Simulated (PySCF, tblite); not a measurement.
# C7H10OS: geometry, infrared bands and NMR shifts

Wanted: the infrared bands and NMR shifts of C7H10OS (`CC(=O)[C@@]1(C)CCC1=S`), by calculation.

Computed with tblite 0.8.0 and PySCF 2.14.0, with density-fitted response routines of our own, on a single molecule in the gas phase. Atoms are numbered from 0 throughout.

## Step 1: Starting geometry

19 atoms, charge 0, multiplicity 1; geometry from: force field or distance geometry start.

Bonds of the start (Å): C0–C1 1.49, C1–O2 1.24, C1–C3 1.47, C3–C4 1.51, C3–C5 1.49, C5–C6 1.54, C6–C7 1.50, C7–S8 1.44, C7–C3 1.52, C0–H9 1.12, C0–H10 1.10, C0–H11 1.12, C4–H12 1.11, C4–H13 1.10, C4–H14 1.12, C5–H15 1.13, C5–H16 1.08, C6–H17 1.12, C6–H18 1.09.

## Step 2: Geometry optimisation with GFN2-xTB

Job settings and geometry (Å):

```
{"job": {"kind": "relax", "xc": "GFN2-xTB", "basis": "xTB"}, "charge": 0, "multiplicity": 1}
C     -2.350300     0.552500     0.464000
C     -1.050700     0.040900     0.972800
O     -0.928700    -0.239500     2.171200
C      0.112400    -0.144600     0.088700
C     -0.087100    -1.122200    -1.043700
C      0.854000     1.058900    -0.373400
C      2.099900     0.162500    -0.280400
C      1.378900    -0.463800     0.874100
S      1.699400    -1.091400     2.127200
H     -3.060700    -0.317700     0.427500
H     -2.288400     1.010900    -0.532400
H     -2.794500     1.230000     1.231200
H     -1.173700    -1.311900    -1.192400
H      0.425600    -2.066800    -0.816200
H      0.277200    -0.628100    -1.982500
H      0.968600     1.871300     0.401700
H      0.728800     1.395200    -1.395500
H      2.142300    -0.593600    -1.111700
H      3.037200     0.666800    -0.037500
```

Run with:

```bash
> OMP_NUM_THREADS=1 python probes_run.py task.json out
```

This one command runs all jobs of the session in turn.

**Question.** This job is followed by: GFN2-xTB harmonic vibrations, gas phase; GIAO PBE0/pcSseg-1 NMR shielding, non-relativistic, gas phase. Predict these results of the whole session: strongest single infrared mode (GFN2-xTB); zero-point energy (GFN2-xTB); ¹³C shifts against TMS (PBE0/pcSseg-1); ¹H shifts against TMS (PBE0/pcSseg-1, means over atoms taken as alike); ¹⁷O shifts against H2O (PBE0/pcSseg-1); ³³S shifts against CS2 (PBE0/pcSseg-1).

As calculated:

```
                                                              quantity                                           value
                             strongest single infrared mode (GFN2-xTB)                           1765 cm⁻¹, 409 km/mol
                                          zero-point energy (GFN2-xTB)                                   95.2 kcal/mol
                                ¹³C shifts against TMS (PBE0/pcSseg-1)  286.5, 203.7, 82.2, 48.8, 29.4, 26.1, 24.9 ppm
¹H shifts against TMS (PBE0/pcSseg-1, means over atoms taken as alike)          3.87, 3.22, 3.16, 2.47, 1.94, 1.56 ppm
                                ¹⁷O shifts against H2O (PBE0/pcSseg-1)                                       644.9 ppm
                                ³³S shifts against CS2 (PBE0/pcSseg-1)                                         903 ppm
```

In words: Relaxing lowered the energy by 2.191 eV in 256 steps; the close pair that moved most is C7–S8, from 1.438 to 1.610 Å. All 51 modes are real, so the xTB geometry is a minimum. The strongest single mode, at 1765 cm⁻¹, moves mainly C1 and O2. GFN2-xTB is a fitted tight-binding method: band positions and strengths are rough. Its intensities can rank the bands wrongly. The most deshielded carbon is C7 (thiocarbonyl carbon), at 286.5 ppm: the small n→π* gap of C=S deshields it strongly. At PBE0/pcSseg-1: The largest span, 2249 ppm, is at S8, where the paramagnetic term is -1457 ppm.
